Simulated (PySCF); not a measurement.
# HBr−: from the state search to spectroscopic constants

One table from this session's results is given with a row withheld; the runs are named, their logs left out.

Method: H def2-TZVPPD, Br def2-TZVPPD, no relativity; program: PySCF 2.14.0.

2 further runs of the same task are left out: 2 set aside as unsound or not needed.

The first run:

Settings of the job:

- atoms: H, Br
- charge: -1
- basis: H def2-TZVPPD, Br def2-TZVPPD
- Hamiltonian: no relativity
- basis functions: 74
- electrons treated: 37
- masses in u: 1.0078, 78.9183
- levels: PBE0, PBE, r²SCAN, B97-3, MN15, TPSSh, r²SCANh, r²SCAN0, ωB97M-V, HF, MP2, SCS-MP2, CCSD, CCSD(T)
- grid: 80 radial by 434 angular points
- occupations: held fixed by the projection of orbital angular momentum
- dissociation limit: H + Br−, each in its ground configuration
- starting distance in angstrom: 1.535
- values of 2S to try: 1, 3

Run with:

```console
OMP_NUM_THREADS=1 python dia.py task.json out
```

Among the steps run: The job; PBE0 along the bond; PBE (GGA); r²SCAN (meta-GGA); B97-3; MN15 (hybrid meta-GGA); TPSSh; r²SCANh (hybrid meta-GGA); r²SCAN0; ωB97M-V; UHF; Adding correlation.

One of the session's tables, all rows but one given; the rest of the session is left out.

| level | Re (Å) | ωe (cm⁻¹) | De (eV) |
| --- | --- | --- | --- |
| UHF-MP2 | 2.495 | 273.5 | 0.069 |
| UHF-SCS-MP2 | 2.475 | 275.7 | 0.066 |
| UHF-CCSD | 2.308 | 441 | 0.135 |
| UHF-CCSD(T) | 2.282 | 471 | 0.158 |
| PBE | 2.191 | 545 | 0.299 |
| r²SCAN | 2.250 | 551 | 0.368 |
| TPSSh | 2.279 | 555 | 0.434 |
| r²SCANh | 2.252 | 554 | 0.351 |
| PBE0 | 2.217 | 538 | 0.222 |
| r²SCAN0 | 2.257 | 556 | 0.329 |
| B97-3 | 2.297 | 490 | 0.156 |
| MN15 | ? | ? | ? |
| ωB97M-V | 2.289 | 492 | 0.161 |

**Question.** Estimate the row for MN15.

As computed: Re (Å): 2.355; ωe (cm⁻¹): 496; De (eV): 0.159. In the column «Re (Å)» it lies between UHF-CCSD (2.308) and UHF-SCS-MP2 (2.475).

De is counted to H + Br− in their ground configurations. No constants: UHF (no minimum is bracketed among the points kept).

Caveats from the session: The bond is weak, and basis-set superposition, which was not computed, may be a sizeable part of it.
